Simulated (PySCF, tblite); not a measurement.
**C₇H₆F₃PS: geometry, infrared bands and NMR shifts**

Wanted: the infrared bands and NMR shifts of C₇H₆F₃PS (`CC1=C[P@](=S)(C(F)=C(F)F)C=C1`), by calculation.

The runs use tblite 0.8.0 and PySCF 2.14.0, with density-fitted response routines of our own; the level of theory stands in each step. All values are computed, except where a source is named. Atoms are numbered from 0 throughout.

### 1 The molecule as given

18 atoms, charge 0, multiplicity 1; geometry from: force field or distance geometry start.

Bonds of the start (Å): C0–C1 1.50, C1–C2 1.34, C2–P3 1.79, P3–S4 1.97, P3–C5 1.74, C5–F6 1.36, C5–C7 1.32, C7–F8 1.36, C7–F9 1.35, P3–C10 1.78, C10–C11 1.34, C11–C1 1.44, C0–H12 1.09, C0–H13 1.09, C0–H14 1.08, C2–H15 1.08, C10–H16 1.09, C11–H17 1.08.

### 2 Geometry optimisation with GFN2-xTB

Job settings and geometry (Å):

```
{"job": {"kind": "relax", "xc": "GFN2-xTB", "basis": "xTB"}, "charge": 0, "multiplicity": 1}
C      2.582300    -0.524400    -0.883500
C      1.348600    -0.130200    -0.131300
C      0.290600    -0.914600     0.127600
P     -0.975700    -0.078400     1.085100
S     -1.530400    -0.857100     2.804800
C     -2.145400     0.364500    -0.131500
F     -2.397700     1.680800    -0.352400
C     -2.813100    -0.529400    -0.838500
F     -2.601400    -1.856000    -0.654700
F     -3.719400    -0.126100    -1.760400
C      0.068600     1.363500     1.113700
C      1.224400     1.183400     0.456400
H      2.702900     0.131700    -1.742100
H      3.468000    -0.444200    -0.252400
H      2.506800    -1.544500    -1.242700
H      0.184300    -1.934900    -0.195300
H     -0.199500     2.286700     1.620200
H      1.997400     1.935400     0.358700
```

Command:

```sh
> OMP_NUM_THREADS=1 python probes_run.py task.json out
```

This one command runs all jobs of the session in turn.

**Question.** This job is followed by: GFN2-xTB harmonic vibrations, gas phase; GIAO PBE0/pcSseg-1 NMR shielding, non-relativistic, gas phase. Predict these results of the whole session: strongest single infrared mode (GFN2-xTB); zero-point energy (GFN2-xTB); 13C shifts against TMS (PBE0/pcSseg-1); 1H shifts against TMS (PBE0/pcSseg-1, means over atoms taken as alike); 31P shifts against H3PO4 (PBE0/pcSseg-1); 33S shifts against CS2 (PBE0/pcSseg-1); 19F shifts against CFCl3 (PBE0/pcSseg-1); surface potential, 1st and 99th percentile.

The runs gave:

```
                                                              quantity                                               value
                             strongest single infrared mode (GFN2-xTB)                               1731 cm⁻¹, 247 km/mol
                                          zero-point energy (GFN2-xTB)                                       70.3 kcal/mol
                                13C shifts against TMS (PBE0/pcSseg-1)  171.0, 159.6, 150.7, 141.5, 139.7, 132.3, 21.8 ppm
1H shifts against TMS (PBE0/pcSseg-1, means over atoms taken as alike)                          6.86, 6.53, 6.18, 2.20 ppm
                              31P shifts against H3PO4 (PBE0/pcSseg-1)                                            34.6 ppm
                                33S shifts against CS2 (PBE0/pcSseg-1)                                            -257 ppm
                              19F shifts against CFCl3 (PBE0/pcSseg-1)                           -84.8, -112.7, -196.1 ppm
                                 surface potential, 1st and 99th percentile                                  -1.22 V and 1.36 V
```

In words: The optimisation took 75 steps and gained 0.414 eV; among the close pairs (by a distance rule), P3–C5 changed most, from 1.745 to 1.848 Å. All 48 modes are real, so the xTB geometry is a minimum. The strongest single mode, at 1731 cm⁻¹, moves mainly C7 and C5. Unscaled tight-binding wavenumbers are off by several per cent, some by more. Its intensities can rank the bands wrongly. At PBE0/pcSseg-1: The widest tensor belongs to S4: span 359 ppm, with a paramagnetic part of -295 ppm. By nearest atom (PBE0/pcSseg-1), the HOMO sits on S4 72 % and the LUMO on C2, C10, C11 about 17 % each; C1 14 %.
